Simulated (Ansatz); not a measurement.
**C2H6F2OSi: up Jacob's ladder to CCSD(T)**

An exercise on one series of results from a longer session: the logs are not shown, and one member is left open.

Computed with Ansatz 0.2.0, Gaussian basis. Level: functionals in def2-TZVPP, the program's frozen cores in correlated methods.

Plan: PBE-D4, r2SCAN-D4, PBE0-D4, B3LYP-D4, ωB97X-V, ωB97M-V, B2PLYP; CCSD(T)/def2-TZVPP; MP2/def2-QZVPP; extrapolation to the limit.

### The relaxed structure

The geometry comes from an earlier relaxation with PBE0-D4 in a triple-zeta def2 set; it is a stationary point, not always the lowest conformer.

12 atoms, charge 0, spin multiplicity 1.

Atoms are counted from 1 here; the program's logs count them from 0.

Bond lengths: C1–Si2 1.853 Å, C1–H7 1.091 Å, C1–H8 1.092 Å, C1–H9 1.094 Å, Si2–O3 1.674 Å, Si2–H10 1.487 Å, Si2–H11 1.481 Å, O3–C4 1.341 Å, C4–F5 1.365 Å, C4–F6 1.344 Å, C4–H12 1.095 Å. Angles: Si2–C1–H7 110.9°, Si2–C1–H8 110.8°, Si2–C1–H9 110.0°, H7–C1–H8 108.5°, H7–C1–H9 108.4°, H8–C1–H9 108.2°, C1–Si2–O3 112.0°, C1–Si2–H10 111.3°, C1–Si2–H11 111.7°, O3–Si2–H10 108.5°, O3–Si2–H11 103.2°, H10–Si2–H11 109.9°, Si2–O3–C4 127.2°, O3–C4–F5 111.0°, O3–C4–F6 109.2°, O3–C4–H12 113.4°, F5–C4–F6 106.8°, F5–C4–H12 107.6° and more.

Geometry (Å):

```
C     0.0657   -1.7017   -0.6008
Si    0.6575   -0.4896    0.6703
O    -0.4222    0.7718    0.8836
C    -0.5970    1.8339    0.0835
F    -0.3141    1.5207   -1.2143
F    -1.8876    2.2072    0.1216
H     0.0110   -1.2368   -1.5867
H    -0.9246   -2.0829   -0.3417
H     0.7536   -2.5501   -0.6563
H     1.9798    0.0800    0.2987
H     0.7317   -1.1011    2.0171
H     0.0233    2.6935    0.3589
```

Set-up of the first run:

Contents of in.yaml:

```yaml
crystal:
  periodic: [false, false, false]
  atoms:
    - {symbol: C, position_ang: [0.065658, -1.701719, -0.600769]}
    - {symbol: Si, position_ang: [0.657467, -0.489605, 0.670296]}
    - {symbol: O, position_ang: [-0.422181, 0.771777, 0.883600]}
    - {symbol: C, position_ang: [-0.596997, 1.833931, 0.083504]}
    - {symbol: F, position_ang: [-0.314111, 1.520660, -1.214311]}
    - {symbol: F, position_ang: [-1.887603, 2.207237, 0.121627]}
    - {symbol: H, position_ang: [0.011019, -1.236764, -1.586688]}
    - {symbol: H, position_ang: [-0.924648, -2.082910, -0.341669]}
    - {symbol: H, position_ang: [0.753638, -2.550149, -0.656264]}
    - {symbol: H, position_ang: [1.979775, 0.080016, 0.298658]}
    - {symbol: H, position_ang: [0.731692, -1.101141, 2.017144]}
    - {symbol: H, position_ang: [0.023291, 2.693469, 0.358869]}
basis:
  gaussian: {orbitals: def2-TZVPP}
hamiltonian: {xc: pbe, dispersion: d4}
output: {forces: true, orbitals: {seedname: orbitals}}
```

Command:

```bash
$ ansatz run in.yaml --threads 4 --pin off --events-out ev --progress --plain --max-ram 10444MiB
```

Steps of the session up to this table: PBE-D4 (GGA); r2SCAN-D4 (meta-GGA); PBE0-D4 (hybrid); B3LYP-D4 (hybrid); ωB97X-V (range-separated); ωB97M-V (range-separated); B2PLYP (double hybrid); CCSD(T) in def2-TZVPP; MP2 in def2-QZVPP.

One of the session's tables, all rows but one given; the rest of the session is left out.

```
            method  atomisation energy (kJ/mol)
            PBE-D4                       4633.5
         r2SCAN-D4                       4563.1
           PBE0-D4                       4536.8
          B3LYP-D4                       4532.0
           ωB97X-V                       4567.0
           ωB97M-V                       4563.7
            B2PLYP                       4495.9
     HF/def2-TZVPP                            ?
    MP2/def2-TZVPP                       4533.0
   CCSD/def2-TZVPP                       4367.9
CCSD(T)/def2-TZVPP                       4434.2
           MP2/CBS                       4651.0
       CCSD(T)/CBS                       4552.2
```

Estimate the missing values for HF/def2-TZVPP.

As computed: atomisation energy (kJ/mol): 3306.2. In the column «atomisation energy (kJ/mol)» it is the lowest.
